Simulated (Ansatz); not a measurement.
**C2H8OSi2: a ladder of functionals and wavefunction methods**

An exercise on one series of results from a longer session: the logs are not shown, and one member is left open.

Method: functionals in def2-TZVPP, the program's frozen cores in correlated methods; program: Ansatz 0.2.0, Gaussian basis.

The runs, in order: LDA (SPW92), PBE-D4, revPBE-D4, BLYP-D4, r2SCAN-D4, B97M-V, PBE0-D4, B3LYP-D4, r2SCANh-D4, r2SCAN0-D4, HSE06-D4, BHLYP-D4, CAM-B3LYP-D4, LC-ωPBE, ωB97X-V, ωB97M-V, B2PLYP, PBE-QIDH; CCSD(T)/def2-SVP; CCSD(T)/def2-TZVPP; MP2/def2-QZVPP; extrapolation to the limit; RPA on PBE.

### The geometry

An earlier PBE0-D4 in a triple-zeta def2 set relaxation fixed the geometry.

SMILES `C=C[SiH2][SiH2]O`, 13 atoms, charge 0, spin multiplicity 1.

Atoms are counted from 1 here; the program's logs count them from 0.

Bond lengths: C1–C2 1.331 Å, C1–H6 1.086 Å, C1–H7 1.087 Å, C2–Si3 1.866 Å, C2–H8 1.090 Å, Si3–Si4 2.352 Å, Si3–H9 1.490 Å, Si3–H10 1.490 Å, Si4–O5 1.657 Å, Si4–H11 1.494 Å, Si4–H12 1.485 Å, O5–H13 0.958 Å. Angles: C2–C1–H6 121.8°, C2–C1–H7 122.1°, H6–C1–H7 116.1°, C1–C2–Si3 124.1°, C1–C2–H8 117.9°, Si3–C2–H8 118.0°, C2–Si3–Si4 108.2°, C2–Si3–H9 109.8°, C2–Si3–H10 109.0°, Si4–Si3–H9 110.6°, Si4–Si3–H10 110.2°, H9–Si3–H10 108.9°, Si3–Si4–O5 110.9°, Si3–Si4–H11 108.4°, Si3–Si4–H12 112.6°, O5–Si4–H11 110.9°, O5–Si4–H12 105.5°, H11–Si4–H12 108.5° and more.

As a file:

```
atom    x (Å)    y (Å)    z (Å)
  C1  -2.3024  -0.5799   0.2845
  C2  -1.2282  -0.5711  -0.5012
 Si3   0.4844  -1.0508   0.0629
 Si4   1.7656   0.9109   0.2717
  O5   1.4712   1.9463  -0.9879
  H6  -2.2519  -0.9075   1.3191
  H7  -3.2808  -0.2681  -0.0707
  H8  -1.3527  -0.2375  -1.5312
  H9   1.1013  -1.9771  -0.9279
 H10   0.3862  -1.7450   1.3782
 H11   1.4348   1.5537   1.5789
 H12   3.2261   0.6461   0.2337
 H13   0.5670   2.2452  -1.0955
```

The first run:

in.yaml reads:

```yaml
crystal:
  periodic: [false, false, false]
  atoms:
    - {symbol: C, position_ang: [-2.302369, -0.579921, 0.284488]}
    - {symbol: C, position_ang: [-1.228246, -0.571099, -0.501157]}
    - {symbol: Si, position_ang: [0.484364, -1.050807, 0.062912]}
    - {symbol: Si, position_ang: [1.765561, 0.910911, 0.271748]}
    - {symbol: O, position_ang: [1.471174, 1.946320, -0.987930]}
    - {symbol: H, position_ang: [-2.251850, -0.907503, 1.319147]}
    - {symbol: H, position_ang: [-3.280809, -0.268118, -0.070690]}
    - {symbol: H, position_ang: [-1.352683, -0.237510, -1.531242]}
    - {symbol: H, position_ang: [1.101318, -1.977082, -0.927905]}
    - {symbol: H, position_ang: [0.386152, -1.744979, 1.378203]}
    - {symbol: H, position_ang: [1.434784, 1.553746, 1.578863]}
    - {symbol: H, position_ang: [3.226061, 0.646094, 0.233660]}
    - {symbol: H, position_ang: [0.567047, 2.245248, -1.095498]}
basis:
  gaussian: {orbitals: def2-TZVPP}
hamiltonian: {xc: lda}
output: {orbitals: {seedname: orbitals}}
```

Among the steps run: LDA; PBE-D4 (GGA); revPBE-D4 (GGA); BLYP-D4 (GGA); r2SCAN-D4 (meta-GGA); B97M-V (meta-GGA); PBE0-D4 (hybrid); B3LYP-D4 (hybrid); r2SCANh-D4 (hybrid); r2SCAN0-D4 (hybrid); HSE06-D4 (hybrid); BHLYP-D4 (hybrid); CAM-B3LYP-D4 (range-separated); LC-ωPBE-D4 (range-separated; the results give it without D4); ωB97X-V (range-separated); ωB97M-V (range-separated); B2PLYP (double hybrid); PBE-QIDH (double hybrid).

One of the session's tables, all rows but one given; the rest of the session is left out.

It belongs to the step «Orbital energies across the functionals». 

```
  functional  HOMO (eV)  gap (eV)
 LDA (SPW92)      -6.35      4.31
      PBE-D4      -6.24      4.43
   revPBE-D4      -6.19      4.48
     BLYP-D4      -6.12      4.47
   r2SCAN-D4      -6.48      4.88
      B97M-V      -6.56      4.91
     PBE0-D4          ?         ?
    B3LYP-D4      -7.18      6.10
  r2SCANh-D4      -6.89      5.64
  r2SCAN0-D4      -7.51      6.75
    HSE06-D4      -6.97      5.71
    BHLYP-D4      -8.38      8.49
CAM-B3LYP-D4      -8.64      8.85
     LC-ωPBE      -9.93     11.26
     ωB97X-V      -9.60     10.83
     ωB97M-V      -9.41     10.40
```

Q: Estimate the row for PBE0-D4 from the others.

As computed: HOMO (eV): -7.36; gap (eV): 6.48. In the column «HOMO (eV)» it lies between r2SCAN0-D4 (-7.51) and B3LYP-D4 (-7.18).
